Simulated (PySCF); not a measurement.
# RbSe+: bond curves at several levels of theory

An exercise on one series of results from a longer session: the logs are not shown, and one member is left open.

Method: Rb def2-SVP with ECP28, Se def2-SVP, scalar-relativistic core potentials; program: PySCF 2.14.0.

The first run:

Settings of the job:

| Item | Value |
| --- | --- |
| atoms | Rb, Se |
| charge | 1 |
| basis | Rb def2-SVP with ECP28, Se def2-SVP |
| Hamiltonian | scalar-relativistic core potentials |
| basis functions | 56 |
| electrons treated | 42 |
| masses in u | 84.9118, 79.9165 |
| levels | PBE0, PBE, r²SCAN, BP86, M06-L, BHandHLYP, HSE06, HF, MP2, SCS-MP2, CCSD, CCSD(T) |
| grid | 80 radial by 434 angular points |
| occupations | held fixed by the projection of orbital angular momentum |
| dissociation limit | Rb+ + Se, each in its ground configuration |
| starting distance in angstrom | 3.275 |
| values of 2S to try | 0, 2 |

Started as:

```sh
$ OMP_NUM_THREADS=1 python dia.py task.json out
```

Among the steps run: Input; First curve: PBE0; Excited determinants; PBE; r²SCAN (meta-GGA); BP86 (GGA); M06-L (meta-GGA); BHandHLYP (global hybrid GGA); HSE06; UHF (mean field); Adding correlation.

One of the session's tables, all rows but one given; the rest of the session is left out.

| level | Re (Å) | ωe (cm⁻¹) | De (eV) |
| --- | --- | --- | --- |
| UHF | 3.773 | 63.1 | 0.287 |
| UHF-MP2 | ? | ? | ? |
| UHF-SCS-MP2 | 3.685 | 69.4 | 0.334 |
| UHF-CCSD | 3.671 | 70.8 | 0.344 |
| UHF-CCSD(T) | 3.665 | 71.4 | 0.349 |
| PBE | 3.637 | 72.0 | 0.388 |
| BP86 | 3.661 | 68.6 | 0.336 |
| r²SCAN | 3.663 | 69.9 | 0.326 |
| M06-L | 3.673 | 69.1 | 0.302 |
| PBE0 | 3.634 | 71.7 | 0.356 |
| HSE06 | 3.629 | 72.0 | 0.359 |
| BHandHLYP | 3.652 | 71.2 | 0.342 |

Q: Estimate the row for UHF-MP2 from the others.

**Answer.** Re (Å): 3.666; ωe (cm⁻¹): 70.8; De (eV): 0.345. In the column «Re (Å)» it lies between UHF-CCSD(T) (3.665) and UHF-CCSD (3.671).

De is counted to Rb+ + Se in their ground configurations.
